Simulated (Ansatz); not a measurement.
# CH₃BIN: up Jacob's ladder to CCSD(T)

An exercise on one series of results from a longer session: the logs are not shown, and one member is left open.

Program: Ansatz 0.2.0, Gaussian basis. Level of theory: functionals in def2-TZVPP, the program's frozen cores in correlated methods. These are calculated values, not measurements.

The runs, in order: LDA (SPW92), PBE-D4, revPBE-D4, BLYP-D4, r2SCAN-D4, B97M-V, PBE0-D4, B3LYP-D4, r2SCANh-D4, r2SCAN0-D4, HSE06-D4, BHLYP-D4, CAM-B3LYP-D4, LC-ωPBE, ωB97X-V, ωB97M-V, B2PLYP, PBE-QIDH; CCSD(T)/def2-SVP; CCSD(T)/def2-TZVPP; MP2/def2-QZVPP; extrapolation to the limit; RPA on PBE.

### Structure used throughout

The geometry comes from an earlier relaxation with PBE0-D4 in a triple-zeta def2 set; it is a stationary point, not always the lowest conformer. I takes the def2 core potential; no spin-orbit term is included.

7 atoms, charge 0, spin multiplicity 1.

Atoms are counted from 1 here; the program's logs count them from 0.

Bond lengths: B1–C2 1.536 Å, B1–I4 2.247 Å, B1–H5 1.201 Å, B1–H6 1.201 Å, C2–N3 1.153 Å, N3–H7 0.996 Å. Angles: C2–B1–I4 101.3°, C2–B1–H5 108.5°, C2–B1–H6 108.5°, I4–B1–H5 110.9°, I4–B1–H6 110.9°, H5–B1–H6 115.7°, B1–C2–N3 179.7°, C2–N3–H7 172.2°.

Set-up of the first run:

Contents of in.yaml:

```yaml
crystal:
  periodic: [false, false, false]
  atoms:
    - {symbol: B, position_ang: [-0.536696, 0.740909, -0.306223]}
    - {symbol: C, position_ang: [0.318233, -0.304780, 0.425675]}
    - {symbol: N, position_ang: [0.959749, -1.087152, 0.979446]}
    - {symbol: I, position_ang: [-0.629764, -0.136537, -2.372248]}
    - {symbol: H, position_ang: [-1.625831, 0.764629, 0.198470]}
    - {symbol: H, position_ang: [0.057125, 1.784388, -0.310436]}
    - {symbol: H, position_ang: [1.518382, -1.829558, 1.339619]}
basis:
  gaussian: {orbitals: def2-TZVPP}
hamiltonian: {xc: lda}
output: {orbitals: {seedname: orbitals}}
```

On the command line:

```
$ ansatz run in.yaml --threads 2 --pin off --events-out ev --progress --plain --max-ram 4352MiB
```

Steps of the session up to this table: LDA; PBE-D4 (GGA); revPBE-D4 (GGA); BLYP-D4 (GGA); r2SCAN-D4 (meta-GGA); B97M-V (meta-GGA); B3LYP-D4 (hybrid); r2SCANh-D4 (hybrid); r2SCAN0-D4 (hybrid); HSE06-D4 (hybrid); BHLYP-D4 (hybrid); CAM-B3LYP-D4 (range-separated); LC-ωPBE (range-separated); ωB97X-V (range-separated); ωB97M-V (range-separated); B2PLYP (double hybrid); PBE-QIDH (double hybrid).

One of the session's tables, all rows but one given; the rest of the session is left out.

It belongs to the step «Frontier levels by functional». 

```
  functional  HOMO (eV)  LUMO (eV)  gap (eV)
 LDA (SPW92)      -5.72      -2.68      3.04
      PBE-D4      -5.57      -2.46      3.10
   revPBE-D4      -5.52      -2.39      3.13
     BLYP-D4      -5.39      -2.35      3.05
   r2SCAN-D4      -5.83      -2.29      3.54
      B97M-V      -5.83      -2.19      3.64
     PBE0-D4      -6.66      -1.54      5.11
    B3LYP-D4      -6.42      -1.78      4.64
  r2SCANh-D4      -6.23      -1.95      4.28
  r2SCAN0-D4      -6.83      -1.44      5.40
    HSE06-D4      -6.27      -1.92      4.35
    BHLYP-D4      -7.58      -0.50      7.09
CAM-B3LYP-D4      -7.88      -0.46      7.42
     LC-ωPBE      -9.19       0.67      9.86
     ωB97X-V          ?          ?         ?
     ωB97M-V      -8.75       0.51      9.26
```

**Question.** Estimate the row for ωB97X-V.

The run gave: HOMO (eV): -8.87; LUMO (eV): 0.61; gap (eV): 9.48. In the column «HOMO (eV)» it lies between LC-ωPBE (-9.19) and ωB97M-V (-8.75).
